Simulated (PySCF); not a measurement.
# C₈H₈N+: reorganisation energies

Wanted: reorganisation energies for C₈H₈N+ (`C#Cc1cc[n+](C)cc1`).

Programs: PySCF 2.14.0, with routines of our own; each step states its level. All values are computed. Atoms count from 0.

## (1) The starting structure

17 atoms, charge 1, multiplicity 1; geometry from: GFN2-xTB.

## (2) Relaxing the molecule at BHandHLYP/def2-SV(P)

The job: settings as JSON, then the geometry in Å.

```
{"job": {"xc": "BHandHLYP", "basis": "def2-SV(P)", "grid": 1, "kind": "geom"}, "charge": 1, "multiplicity": 1}
C      4.046302    -0.123423    -0.112556
C      2.844586    -0.087902    -0.062543
C      1.440422    -0.048800    -0.027095
C      0.682285    -0.424372    -1.145910
C     -0.688936    -0.369065    -1.085411
N     -1.325200     0.034703     0.022627
C     -2.768288     0.099056     0.068376
C     -0.623059     0.395295     1.109532
C      0.748294     0.366164     1.122174
H      5.097107    -0.152936    -0.152143
H      1.171920    -0.752799    -2.048719
H     -1.296120    -0.650777    -1.932937
H     -3.094348     1.130536     0.211651
H     -3.196561    -0.276806    -0.857666
H     -3.146939    -0.497801     0.898929
H     -1.188079     0.710899     1.974543
H      1.289617     0.660058     2.007235
```

Launch:

```console
$ OMP_NUM_THREADS=1 python excited_run.py task.json out
```

One launch serves the whole session: the jobs run in the order shown.

The program printed:

```text
step   0  E = -363.60174935  max force = 0.021070
step   1  E = -363.60273028  max force = 0.004152
step   2  E = -363.60276404  max force = 0.000998
step   3  E = -363.60276406  max force = 0.001915
step   4  E = -363.60277474  max force = 0.000558
step   5  E = -363.60277689  max force = 0.000398
optimisation converged
```

Run time: 66 s. Hardware: 1 thread of Arm Neoverse N1, shared host; peak memory 0.62 GiB.

Along the way:

```
step  energy from step 0 (eV)  largest force component (eV/Å)
   0                   0.0000                          1.0835
   1                  -0.0267                          0.2135
   2                  -0.0276                          0.0513
   3                  -0.0276                          0.0985
   4                  -0.0279                          0.0287
   5                  -0.0280                          0.0205
```

Close pairs (by a distance rule), those that changed most:

| bond | before (Å) | after (Å) | change (Å) |
| --- | --- | --- | --- |
| N5–C6 | 1.445 | 1.470 | +0.025 |
| C0–H9 | 1.052 | 1.071 | +0.019 |
| C1–C2 | 1.405 | 1.419 | +0.013 |
| C3–H10 | 1.078 | 1.083 | +0.005 |
| C8–H16 | 1.078 | 1.083 | +0.005 |
| C7–H15 | 1.080 | 1.084 | +0.004 |
| C4–H11 | 1.080 | 1.083 | +0.003 |
| C0–C1 | 1.203 | 1.201 | -0.002 |

The next job starts from the end point, and lists it.

```csv
at the end point,value
"rotational constants (GHz, main isotopes)","5.718, 0.993, 0.851"
```

## (3) Relaxation after adding or removing an electron (C8H8N radical): UKS BHandHLYP/def2-SV(P)

The job: settings as JSON, then the geometry in Å.

```
{"job": {"kind": "ionopt", "ions": [-1], "xc": "BHandHLYP", "basis": "def2-SV(P)", "grid": 1}, "charge": 0, "multiplicity": 2}
C      4.099190    -0.083624    -0.165277
C      2.899058    -0.045736    -0.147566
C      1.481500     0.000903    -0.119085
C      0.722067    -0.364056    -1.238439
C     -0.649226    -0.307833    -1.177710
N     -1.282528     0.091488    -0.063659
C     -2.750126     0.155761    -0.016254
C     -0.577554     0.447253     1.025178
C      0.793160     0.414363     1.032415
H      5.169587    -0.118202    -0.184196
H      1.202327    -0.691257    -2.152503
H     -1.271519    -0.582005    -2.021160
H     -3.064187     1.193509     0.118791
H     -3.155299    -0.227652    -0.952093
H     -3.112558    -0.455614     0.812891
H     -1.151256     0.759396     1.890414
H      1.331425     0.706942     1.925692
```

With the program's defaults for keys left out, this is: UKS BHandHLYP/def2-SV(P) geometry optimisation of the ion from the geometry of its parent, gas phase.

The program printed:

```text
step       E/Eh        max force   <S^2>
  0    -363.78276233   0.069765   0.8026
  1    -363.79000500   0.019012   0.8072
  2    -363.79245742   0.006383   0.8071
  3    -363.79216105   0.010447   0.8057
  4    -363.79296256   0.004445   0.8056
  5    -363.79281437   0.006458   0.8061
  6    -363.79310678   0.001497   0.8059
  7    -363.79311319   0.001287   0.8058
  8    -363.79314595   0.000815   0.8057
  9    -363.79315718   0.000459   0.8058
 10    -363.79316749   0.000249   0.8058
optimisation converged
```

Run time: 3.8 min. Hardware: 1 thread of Arm Neoverse N1, shared host; peak memory 0.68 GiB.

From this job:

| quantity | value |
| --- | --- |
| geometry moved (RMSD) | 0.037 Å |
| ⟨S²⟩ | 0.806 |

Bonds of the start that changed most:

```csv
bond,start (Å),end (Å)
C4–N5,1.342,1.382
N5–C7,1.345,1.385
N5–C6,1.470,1.438
C2–C3,1.401,1.431
C8–C2,1.404,1.429
C3–C4,1.374,1.353
```

Mulliken spin populations:

C0 0.37; C1 -0.26; C2 0.56; C3 -0.17; C4 0.25; N5 0.21; C6 -0.03; C7 0.28; C8 -0.20; H9 -0.02; H10 0.01; H11 -0.02; H12 0.02; H13 0.00; H14 0.01; H15 -0.02; H16 0.01

## (4) Reorganisation energies: UKS BHandHLYP/def2-SV(P)

The job, as its differences from that of step 3:

```diff
@@ -1,2 +1,2 @@
-{"job": {"kind": "ionopt", "ions": [-1], "xc": "BHandHLYP", "basis": "def2-SV(P)", "grid": 1}, "charge": 0, "multiplicity": 2}
+{"job": {"kind": "reorg", "ions": [-1], "xc": "BHandHLYP", "basis": "def2-SV(P)", "grid": 1}, "charge": 1, "multiplicity": 1}
 C      4.099190    -0.083624    -0.165277
```

Level: UKS BHandHLYP/def2-SV(P) four-point reorganisation energy, gas phase.

The program printed:

```text
final grid: 66336 points
cycle   1  E = -363.5294367319  dE =  2.225e+00  |g| = 4.761e-01  |ddm| = 4.586e+00
cycle   2  E = -363.5281623708  dE =  1.274e-03  |g| = 5.386e-01  |ddm| = 1.209e+00
cycle   3  E = -363.6011461327  dE = -7.298e-02  |g| = 7.616e-02  |ddm| = 5.902e-01
cycle   4  E = -363.6024510252  dE = -1.305e-03  |g| = 3.690e-02  |ddm| = 1.328e-01
cycle   5  E = -363.6027700428  dE = -3.190e-04  |g| = 4.285e-03  |ddm| = 3.919e-02
cycle   6  E = -363.6027729922  dE = -2.949e-06  |g| = 3.737e-03  |ddm| = 8.507e-03
cycle   7  E = -363.6027766215  dE = -3.629e-06  |g| = 7.971e-04  |ddm| = 3.750e-03
cycle   8  E = -363.6027768575  dE = -2.359e-07  |g| = 2.811e-04  |ddm| = 1.167e-03
cycle   9  E = -363.6027768837  dE = -2.628e-08  |g| = 7.028e-05  |ddm| = 3.654e-04
cycle  10  E = -363.6027768875  dE = -3.743e-09  |g| = 2.850e-05  |ddm| = 1.631e-04
cycle  11  E = -363.6027768880  dE = -4.950e-10  |g| = 1.024e-05  |ddm| = 5.669e-05
converged SCF energy = -363.6027768880

electron transfer: vertical 5.0178 eV, relaxation of the ion converged
  adiabatic 5.1808 eV, lambda(ion) 0.1630, lambda(parent) 0.1586, total 0.3216 eV
```

Wall time 8.1 s (1 thread of Arm Neoverse N1, shared host); peak memory 0.68 GiB.

## (5) Results

| quantity | value |
| --- | --- |
| rotational constants (main isotopes) | 5.72, 0.99, 0.85 GHz |
| geometry moved (RMSD) (step 3, UKS BHandHLYP/def2-SV(P)) | 0.037 Å |
| electron reorganisation energy (step 4, UKS BHandHLYP/def2-SV(P)) | 0.3216 eV |

In words: Relaxing lowered the energy by 0.028 eV in 5 steps; the close pair that moved most is N5–C6, from 1.445 to 1.470 Å. In step 3 (relaxation after adding or removing an electron), among the bonds C4–N5 changes most, from 1.342 to 1.382 Å.
